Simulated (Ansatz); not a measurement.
# TaSi2: the cost of one run

Computed with Ansatz 0.2.0 (DFT PBEsol, scalar-relativistic, plane waves, PAW, unless a step's input says otherwise).

The COD entry's cell or inner coordinates are ideal or old and differ from later refinements, so a difference from it is no clean test against experiment.

## Step 1: The starting structure

Symmetry: P6_222, No. 180, hexagonal system. Conventional cell: a = 4.780 Å, b = 4.780 Å, c = 6.564 Å, α = 90.00°, β = 90.00°, γ = 120.00°. Around Ta (site symmetry 222) lie 10 Si at 2.59 to 2.76 Å. Around Si (site symmetry 2) lie 5 Si at 2.59 to 2.76 Å and 5 Ta at 2.59 to 2.76 Å.

As a file:

```
CELL_PARAMETERS angstrom
4.78000 0.00000 0.00000
-2.39000 4.13960 0.00000
0.00000 0.00000 6.56400
ATOMIC_POSITIONS crystal
Ta 0.50000 0.00000 0.50000
Ta 0.50000 0.50000 0.83333
Ta 0.00000 0.50000 0.16667
Si 0.16665 0.33330 0.50000
Si 0.83335 0.16665 0.83333
Si 0.66670 0.83335 0.16667
Si 0.83335 0.66670 0.50000
Si 0.16665 0.83335 0.83333
Si 0.33330 0.16665 0.16667
```

The structure comes from the Crystallography Open Database.

## Step 2: Self-consistent density

Input file input.yaml:

```yaml
crystal:
  lattice:
    - [4.78, 0.0, 0.0]
    - [-2.39, 4.1396014301, 0.0]
    - [0.0, 0.0, 6.564]
  atoms:
    - { symbol: Ta, position: [0.5, 0.0, 0.5] }
    - { symbol: Ta, position: [0.5, 0.5, 0.8333333333] }
    - { symbol: Ta, position: [0.0, 0.5, 0.1666666667] }
    - { symbol: Si, position: [0.16665, 0.3333, 0.5] }
    - { symbol: Si, position: [0.83335, 0.16665, 0.8333333333] }
    - { symbol: Si, position: [0.6667, 0.83335, 0.1666666667] }
    - { symbol: Si, position: [0.83335, 0.6667, 0.5] }
    - { symbol: Si, position: [0.16665, 0.83335, 0.8333333333] }
    - { symbol: Si, position: [0.3333, 0.16665, 0.1666666667] }
basis:
  ecutwfc: 500
  fft_grid_basis: typed
kpoints:
  mp_grid: { grid: [9, 9, 6] }
hamiltonian:
  xc: pbesol
  pseudopotentials: { kind: paw }
scf:
  occupations: { method: gaussian, width: 0.05 }
output:
  forces: true
  stress: true
  eigenvalues: true
  bader: true
  write_density: true
  volumetric_format: npy
  elf: true
```

Started as:

```
> ansatz run input.yaml --threads 2 --pin off --max-ram 4096MiB --backend cpu --events-out ev --progress --plain --runs-dir out
```

**Question.** How long does this run take on 2 threads of Intel Xeon Platinum 8259CL at 2.50GHz (Skylake/Cascade Lake), shared host, and how much memory does it need?

About 1.9 min, with a peak of 0.63 GiB.
